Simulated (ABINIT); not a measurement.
# InSb3 (Pm-3m) in ABINIT: equation of state with r2SCAN

Aim: the equation of state of InSb3 with r2SCAN.

All numbers are computed with ABINIT 10.8.3 (patched build); they aren't measurements. Logs are shortened: lines on timing, memory, paths and dates and some standing lists are left out, and cuts for length are marked. The log counts tension as positive stress, the text compression.

## 1. The crystal as given

Symmetry: Pm-3m, No. 221, cubic system. Conventional cell: a = 4.806 Å, b = 4.806 Å, c = 4.806 Å, α = 90.00°, β = 90.00°, γ = 90.00°. Around Sb (site symmetry 4/mmm) lie 8 Sb at 3.40 Å and 4 In at 3.40 Å. Around In (site symmetry m-3m) lie 12 Sb at 3.40 Å.

The cell comes from a database or a generator and needn't be the stable form of this composition.

## 2. Equation of state, r2SCAN

The input, run.abi:

```
# Datasets: one volume each
ndtset 7
scalecart1 3*0.9795861087
scalecart2 3*0.9864848297
scalecart3 3*0.9932883884
scalecart4 3*1.0000000000
scalecart5 3*1.0066227096
scalecart6 3*1.0131594038
scalecart7 3*1.0196128224

# Pseudopotentials
pp_dirpath "./"
pseudos "Sb.GGA_PBE-JTH.xml, In.GGA_PBE-JTH.xml"

# Structure
acell 4.806367 4.806367 4.806367 Angstrom
rprim
     1.0000000000     0.0000000000     0.0000000000
     0.0000000000     1.0000000000     0.0000000000
     0.0000000000     0.0000000000     1.0000000000
ntypat 2
znucl 51 49
natom 4
typat 1 1 1 2
xred
     0.5000000000     0.5000000000     0.0000000000
     0.0000000000     0.5000000000     0.5000000000
     0.5000000000     0.0000000000     0.5000000000
     0.0000000000     0.0000000000     0.0000000000

# Plane-wave basis
ecut 26.0
pawecutdg 48.0

# k points
kptopt 1
ngkpt 3 3 3
nshiftk 1
shiftk 0.0 0.0 0.0

# Exchange and correlation
ixc -497498
usekden 1
pawxcdev 0

# Bands and occupations
nband 35
occopt 3
tsmear 0.05 eV

# SCF cycle
nstep 100
tolvrs 1.0e-7

# Output
iomode 3
prtwf 0
prtden 0
prteig 0
prtebands 0
enunit 1
```

Potentials or basis: JTH PAW PBE v2.0.

Started as:

```console
mpirun --bind-to none -np 4 abinit run.abi > log 2>&1
```

run.abo:

```text
.Version 10.8.3 of ABINIT
 DATASET    1 : space group Pm -3 m (#221); Bravais cP (primitive cubic)
================================================================================
 Values of the parameters that define the memory need for DATASET  1.
     intxc =       0    ionmov =       0      iscf =      17    lmnmax =      18
     lnmax =       6     mgfft =      45  mpssoang =       3    mqgrid =    3001
     natom =       4  nloc_mem =       2    nspden =       1   nspinor =       1
    nsppol =       1      nsym =      48    n1xccc =       1    ntypat =       2
    occopt =       3   xclevel =       2
       mpw =        4492          nfft =       91125          nkpt =           4
Pmy_natom=         1
 PAW method is used; the additional fine FFT grid is defined by:
   mgfftf=        60    nfftf =    216000
================================================================================
================================================================================
[... 77 lines left out ...]
================================================================================
 Values of the parameters that define the memory need for DATASET  7.
     intxc =       0    ionmov =       0      iscf =      17    lmnmax =      18
     lnmax =       6     mgfft =      45  mpssoang =       3    mqgrid =    3001
     natom =       4  nloc_mem =       2    nspden =       1   nspinor =       1
    nsppol =       1      nsym =      48    n1xccc =       1    ntypat =       2
    occopt =       3   xclevel =       2
       mpw =        5027          nfft =       91125          nkpt =           4
Pmy_natom=         1
 PAW method is used; the additional fine FFT grid is defined by:
   mgfftf=        60    nfftf =    216000
================================================================================
================================================================================

--------------------------------------------------------------------------------
------------- Echo of variables that govern the present computation ------------
--------------------------------------------------------------------------------
 -outvars: echo values of preprocessed input variables --------
            acell      9.0827172906E+00  9.0827172906E+00  9.0827172906E+00 Bohr
              amu      1.21753000E+02  1.14820000E+02
             ecut      2.60000000E+01 Hartree
           enunit           1
              ixc     -497498
           jdtset        1    2    3    4    5    6    7
         kptrlatt        3    0    0      0    3    0      0    0    3
          kptrlen1     2.66919111E+01
          kptrlen2     2.68798885E+01
          kptrlen3     2.70652729E+01
          kptrlen4     2.72481519E+01
          kptrlen5     2.74286085E+01
          kptrlen6     2.76067213E+01
          kptrlen7     2.77825650E+01
            natom           4
            nband          35
           ndtset           7
            ngfft          45      45      45
          ngfftdg          60      60      60
             nkpt           4
            nstep         100
             nsym          48
           ntypat           2
           occopt           3
        pawecutdg      4.80000000E+01 Hartree
         pawxcdev           0
           prtden           0
        prtebands           0
           prteig           0
          prtkden           1
            prtwf           0
            rprim1     9.7958610870E-01  0.0000000000E+00  0.0000000000E+00
                       0.0000000000E+00  9.7958610870E-01  0.0000000000E+00
                       0.0000000000E+00  0.0000000000E+00  9.7958610870E-01
            rprim2     9.8648482970E-01  0.0000000000E+00  0.0000000000E+00
                       0.0000000000E+00  9.8648482970E-01  0.0000000000E+00
                       0.0000000000E+00  0.0000000000E+00  9.8648482970E-01
            rprim3     9.9328838840E-01  0.0000000000E+00  0.0000000000E+00
                       0.0000000000E+00  9.9328838840E-01  0.0000000000E+00
                       0.0000000000E+00  0.0000000000E+00  9.9328838840E-01
            rprim4     1.0000000000E+00  0.0000000000E+00  0.0000000000E+00
                       0.0000000000E+00  1.0000000000E+00  0.0000000000E+00
                       0.0000000000E+00  0.0000000000E+00  1.0000000000E+00
            rprim5     1.0066227096E+00  0.0000000000E+00  0.0000000000E+00
                       0.0000000000E+00  1.0066227096E+00  0.0000000000E+00
                       0.0000000000E+00  0.0000000000E+00  1.0066227096E+00
            rprim6     1.0131594038E+00  0.0000000000E+00  0.0000000000E+00
                       0.0000000000E+00  1.0131594038E+00  0.0000000000E+00
                       0.0000000000E+00  0.0000000000E+00  1.0131594038E+00
[... 14 lines left out ...]
                       0.0000000000E+00  2.3707040657E+00  2.3707040657E+00
                       2.3707040657E+00  0.0000000000E+00  2.3707040657E+00
                       0.0000000000E+00  0.0000000000E+00  0.0000000000E+00
           xangst3     2.3870542657E+00  2.3870542657E+00  0.0000000000E+00
                       0.0000000000E+00  2.3870542657E+00  2.3870542657E+00
                       2.3870542657E+00  0.0000000000E+00  2.3870542657E+00
                       0.0000000000E+00  0.0000000000E+00  0.0000000000E+00
           xangst4     2.4031835000E+00  2.4031835000E+00  0.0000000000E+00
                       0.0000000000E+00  2.4031835000E+00  2.4031835000E+00
                       2.4031835000E+00  0.0000000000E+00  2.4031835000E+00
                       0.0000000000E+00  0.0000000000E+00  0.0000000000E+00
           xangst5     2.4190990864E+00  2.4190990864E+00  0.0000000000E+00
[... 24 lines left out ...]
                       0.0000000000E+00  4.5413586453E+00  4.5413586453E+00
                       4.5413586453E+00  0.0000000000E+00  4.5413586453E+00
                       0.0000000000E+00  0.0000000000E+00  0.0000000000E+00
            xcart5     4.5714347448E+00  4.5714347448E+00  0.0000000000E+00
                       0.0000000000E+00  4.5714347448E+00  4.5714347448E+00
                       4.5714347448E+00  0.0000000000E+00  4.5714347448E+00
                       0.0000000000E+00  0.0000000000E+00  0.0000000000E+00
            xcart6     4.6011202175E+00  4.6011202175E+00  0.0000000000E+00
                       0.0000000000E+00  4.6011202175E+00  4.6011202175E+00
                       4.6011202175E+00  0.0000000000E+00  4.6011202175E+00
                       0.0000000000E+00  0.0000000000E+00  0.0000000000E+00
            xcart7     4.6304275059E+00  4.6304275059E+00  0.0000000000E+00
                       0.0000000000E+00  4.6304275059E+00  4.6304275059E+00
                       4.6304275059E+00  0.0000000000E+00  4.6304275059E+00
                       0.0000000000E+00  0.0000000000E+00  0.0000000000E+00
             xred      5.0000000000E-01  5.0000000000E-01  0.0000000000E+00
                       0.0000000000E+00  5.0000000000E-01  5.0000000000E-01
                       5.0000000000E-01  0.0000000000E+00  5.0000000000E-01
                       0.0000000000E+00  0.0000000000E+00  0.0000000000E+00
            znucl       51.00000   49.00000

================================================================================

 chkinp: Checking input parameters for consistency, jdtset=   1.

 chkinp: Checking input parameters for consistency, jdtset=   2.
[... 36 lines left out ...]
 getcut: wavevector=  0.0000  0.0000  0.0000  ngfft=  60  60  60
         ecut(hartree)=     48.000   => boxcut(ratio)=   2.16226

--- Pseudopotential description ------------------------------------------------
- pspini: atom type   1  psp file is ./Sb.GGA_PBE-JTH.xml
 Pseudopotential format is: paw10
 basis_size (lnmax)=  6 (lmn_size= 18), orbitals=   0   0   1   1   2   2
 Spheres core radius: rc_sph= 2.40089151
 Shapefunction is BESSEL type: shapef(r,l)=aa(1,l)*jl(q(1,l)*r)+aa(2,l)*jl(q(2,l)*r)
 Radius for shape functions =  2.00542650
 Compensation charge density is not taken into account in XC energy/potential

- pspini: atom type   2  psp file is ./In.GGA_PBE-JTH.xml
 Pseudopotential format is: paw10
 basis_size (lnmax)=  6 (lmn_size= 18), orbitals=   0   0   1   1   2   2
 Spheres core radius: rc_sph= 2.50644782
 Shapefunction is BESSEL type: shapef(r,l)=aa(1,l)*jl(q(1,l)*r)+aa(2,l)*jl(q(2,l)*r)
 Radius for shape functions =  1.40569481
 Compensation charge density is not taken into account in XC energy/potential

   5.93920844E+03                                ecore*ucvol(ha*bohr**3)
--------------------------------------------------------------------------------

================================================================================

--- !BeginCycle
iteration_state: {dtset: 1, }
solver: {iscf: 17, nstep: 100, nline: 4, wfoptalg: 10, }
tolerances: {tolvrs: 1.00E-07, }
...
[... 1373 lines left out ...]
-Cartesian components of stress tensor (GPa)         [Pressure= -3.9572E+00 GPa]
- sigma(1 1)=  3.95724503E+00  sigma(3 2)=  0.00000000E+00
- sigma(2 2)=  3.95724503E+00  sigma(3 1)=  0.00000000E+00
- sigma(3 3)=  3.95724503E+00  sigma(2 1)=  0.00000000E+00

== END DATASET(S) ==============================================================
================================================================================

 -outvars: echo values of variables after computation  --------
            acell      9.0827172906E+00  9.0827172906E+00  9.0827172906E+00 Bohr
           etotal1    -2.2567684009E+02
           etotal2    -2.2567773355E+02
           etotal3    -2.2567796719E+02
           etotal4    -2.2567764849E+02
           etotal5    -2.2567683545E+02
           etotal6    -2.2567551419E+02
           etotal7    -2.2567379272E+02
            fcart1    -0.0000000000E+00 -0.0000000000E+00 -0.0000000000E+00
                      -0.0000000000E+00 -0.0000000000E+00 -0.0000000000E+00
                      -0.0000000000E+00 -0.0000000000E+00 -0.0000000000E+00
                      -0.0000000000E+00 -0.0000000000E+00 -0.0000000000E+00
            fcart2    -0.0000000000E+00 -0.0000000000E+00 -0.0000000000E+00
                      -0.0000000000E+00 -0.0000000000E+00 -0.0000000000E+00
                      -0.0000000000E+00 -0.0000000000E+00 -0.0000000000E+00
                      -0.0000000000E+00 -0.0000000000E+00 -0.0000000000E+00
            fcart3    -0.0000000000E+00 -0.0000000000E+00 -0.0000000000E+00
                      -0.0000000000E+00 -0.0000000000E+00 -0.0000000000E+00
[... 66 lines left out ...]
                       0.0000000000E+00  2.4031835000E+00  2.4031835000E+00
                       2.4031835000E+00  0.0000000000E+00  2.4031835000E+00
                       0.0000000000E+00  0.0000000000E+00  0.0000000000E+00
           xangst5     2.4190990864E+00  2.4190990864E+00  0.0000000000E+00
                       0.0000000000E+00  2.4190990864E+00  2.4190990864E+00
                       2.4190990864E+00  0.0000000000E+00  2.4190990864E+00
                       0.0000000000E+00  0.0000000000E+00  0.0000000000E+00
           xangst6     2.4348079621E+00  2.4348079621E+00  0.0000000000E+00
                       0.0000000000E+00  2.4348079621E+00  2.4348079621E+00
                       2.4348079621E+00  0.0000000000E+00  2.4348079621E+00
                       0.0000000000E+00  0.0000000000E+00  0.0000000000E+00
           xangst7     2.4503167112E+00  2.4503167112E+00  0.0000000000E+00
                       0.0000000000E+00  2.4503167112E+00  2.4503167112E+00
                       2.4503167112E+00  0.0000000000E+00  2.4503167112E+00
                       0.0000000000E+00  0.0000000000E+00  0.0000000000E+00
             xred      5.0000000000E-01  5.0000000000E-01  0.0000000000E+00
                       0.0000000000E+00  5.0000000000E-01  5.0000000000E-01
                       5.0000000000E-01  0.0000000000E+00  5.0000000000E-01
                       0.0000000000E+00  0.0000000000E+00  0.0000000000E+00
 Calculation completed.
```

It took 3.7 min on 4 MPI ranks of Arm Neoverse V1, shared host; peak memory 0.88 GiB.

What came out:

```
Equilibrium volume                      : 27.16 Å³/atom
Bulk modulus                            : 55 GPa
Pressure derivative of the bulk modulus : 3.8 (rough: it moves with the points fitted)
```

Energy against volume, from the lowest point:
| volume (Å³/atom) | energy (meV/atom) |
| --- | --- |
| 26.093 | 7.67 |
| 26.648 | 1.59 |
| 27.203 | 0.00 |
| 27.758 | 2.17 |
| 28.313 | 7.70 |
| 28.868 | 16.69 |
| 29.424 | 28.40 |

Caveat: the k mesh is coarse (spacing up to 0.44 Å⁻¹), so the values aren't converged; pressures at fixed basis lie under the slope of the energies; the PAW data sets were made with another functional, which shifts forces and pressure a little. Spin-orbit coupling is left out, which matters for the levels of Sb.
